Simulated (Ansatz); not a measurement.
Set up this calculation in Ansatz 0.2.0, as the native input.

```
Task                                : band structure
Functional                          : PBE
Potentials or basis                 : Ansatz PAW
Cutoff                              : 420 eV (not typed: the program's choice for these potentials)
k mesh                              : 7 × 7 × 7
Occupations                         : fermi-dirac, width 0.05 eV
Spin                                : no spin polarisation
Path                                : [["G", "X", "Y", "S", "G", "Z", "S1", "N", "P", "Y1", "Z"], ["X", "P"]]
Points for each segment of the path : 14
```

Ta3Cu:

```xyz
4
Lattice="-2.0065 2.0065 4.2082 2.0065 -2.0065 4.2082 2.0065 2.0065 -4.2082" Properties=species:S:1:pos:R:3 pbc="T T T"
Ta    0.0000    0.0000    4.2082
Ta    2.0065    0.0000    2.1041
Ta    0.0000    2.0065    2.1041
Cu    0.0000    0.0000    0.0000
```

The cell comes from a database or a generator and needn't be the stable form of this composition.

The input as run:

input.yaml

```yaml
crystal:
  lattice:
    - [-2.006507, 2.006507, 4.20817]
    - [2.006507, -2.006507, 4.20817]
    - [2.006507, 2.006507, -4.20817]
  atoms:
    - { symbol: Ta, position: [0.5, 0.5, 0.0] }
    - { symbol: Ta, position: [0.25, 0.75, 0.5] }
    - { symbol: Ta, position: [0.75, 0.25, 0.5] }
    - { symbol: Cu, position: [0.0, 0.0, 0.0] }
hamiltonian:
  xc: pbe
  pseudopotentials: { kind: paw }
kpoints:
  mp_grid: { grid: [7, 7, 7] }
  band_path:
    path:
      - [[0.0, 0.0, 0.0], [0.0, 0.0, 0.5], [-0.1136749602, 0.1136749602, 0.5], [-0.3068374801, 0.3068374801, 0.3068374801], [0.0, 0.0, 0.0], [0.5, 0.5, -0.5], [0.3068374801, 0.6931625199, -0.3068374801], [0.0, 0.5, 0.0], [0.25, 0.25, 0.25], [0.5, 0.5, -0.1136749602], [0.5, 0.5, -0.5]]
      - [[0.0, 0.0, 0.5], [0.25, 0.25, 0.25]]
    npoints: 14
scf:
  occupations: { method: fermi_dirac, width: 0.05 }
  n_extra_bands: 10
output:
  forces: true
  stress: true
  eigenvalues: true
  fatbands: false
```

Potentials or basis: Ansatz PAW.

Run with:

```bash
$ ansatz run input.yaml --threads 2 --pin off --max-ram 5632MiB --backend cpu --events-out ev --progress --plain --runs-dir out
```

It gave:

The pressure is 0.4 GPa and the band gap on the k mesh is none (metal or under the smearing width).

Caveat: spin-orbit coupling is left out, which moves the levels of the heavy elements.

Run time: 7 s on 2 threads of Arm Neoverse V2 (shared host), peak memory 0.45 GiB.
